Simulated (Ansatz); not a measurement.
**CH6BNSi: small, medium and large basis sets**

Aim: see how fast density functionals converge with the basis set for CH6BNSi.

Method: one geometry, several basis sets; program: Ansatz 0.2.0, Gaussian basis.

The runs, in order: PBE0-D4/def2-SVP; ωB97M-V/def2-SVP; PBE0-D4/def2-QZVPP; ωB97M-V/def2-QZVPP; the functionals' def2-TZVPP values are taken from earlier runs.

## Step 1: The geometry

An earlier PBE0-D4 in a triple-zeta def2 set relaxation fixed the geometry.

10 atoms, charge 0, spin multiplicity 1.

Atoms are counted from 1 here; the program's logs count them from 0.

Bond lengths: B1–N4 1.459 Å, B1–H5 1.193 Å, B1–H6 1.196 Å, Si2–C3 1.922 Å, Si2–N4 2.024 Å, Si2–H7 1.518 Å, C3–N4 1.444 Å, C3–H8 1.084 Å, C3–H9 1.086 Å, N4–H10 1.010 Å. Angles: N4–B1–H5 117.4°, N4–B1–H6 116.2°, H5–B1–H6 123.8°, C3–Si2–N4 42.8°, C3–Si2–H7 97.3°, N4–Si2–H7 89.4°, Si2–C3–N4 72.3°, Si2–C3–H8 121.6°, Si2–C3–H9 116.0°, N4–C3–H8 113.8°, N4–C3–H9 112.1°, H8–C3–H9 113.9°, B1–N4–Si2 78.5°, B1–N4–C3 120.4°, B1–N4–H10 120.1°, Si2–N4–C3 64.8°, Si2–N4–H10 108.6°, C3–N4–H10 115.4°.

## Step 2: PBE0-D4 in def2-SVP

Contents of in.yaml:

```yaml
crystal:
  periodic: [false, false, false]
  atoms:
    - {symbol: B, position_ang: [-1.143596, 0.276802, -0.747974]}
    - {symbol: Si, position_ang: [0.448451, 1.284113, 0.474779]}
    - {symbol: C, position_ang: [0.465181, -0.564666, 0.999469]}
    - {symbol: N, position_ang: [0.032154, -0.503974, -0.377190]}
    - {symbol: H, position_ang: [-1.276262, 0.554041, -1.900228]}
    - {symbol: H, position_ang: [-2.035894, 0.298328, 0.047566]}
    - {symbol: H, position_ang: [1.788793, 1.293776, -0.236857]}
    - {symbol: H, position_ang: [1.393301, -1.106256, 1.142050]}
    - {symbol: H, position_ang: [-0.333107, -0.877354, 1.666303]}
    - {symbol: H, position_ang: [0.743879, -0.706009, -1.064917]}
basis:
  gaussian: {orbitals: def2-SVP}
hamiltonian: {xc: pbe0, dispersion: d4}
output: {orbitals: {seedname: orbitals}}
```

Launch:

```console
> ansatz run in.yaml --threads 2 --pin off --events-out ev --progress --plain --max-ram 4352MiB
```

The runs that follow: ωB97M-V in def2-SVP; PBE0-D4 in def2-QZVPP; ωB97M-V in def2-QZVPP.

Q: Predict the results of all the runs planned. Wanted: PBE0-D4: double and triple zeta above quadruple; ωB97M-V: double and triple zeta above quadruple.

As calculated:

| quantity | value |
| --- | --- |
| PBE0-D4: double and triple zeta above quadruple | 6.88, 0.45 eV |
| ωB97M-V: double and triple zeta above quadruple | 7.06, 0.43 eV |

What this shows: PBE0-D4 gains 6.43 eV from double to triple zeta, then 0.45 eV more. Total energies overstate the basis error of differences, where much of it tends to cancel.
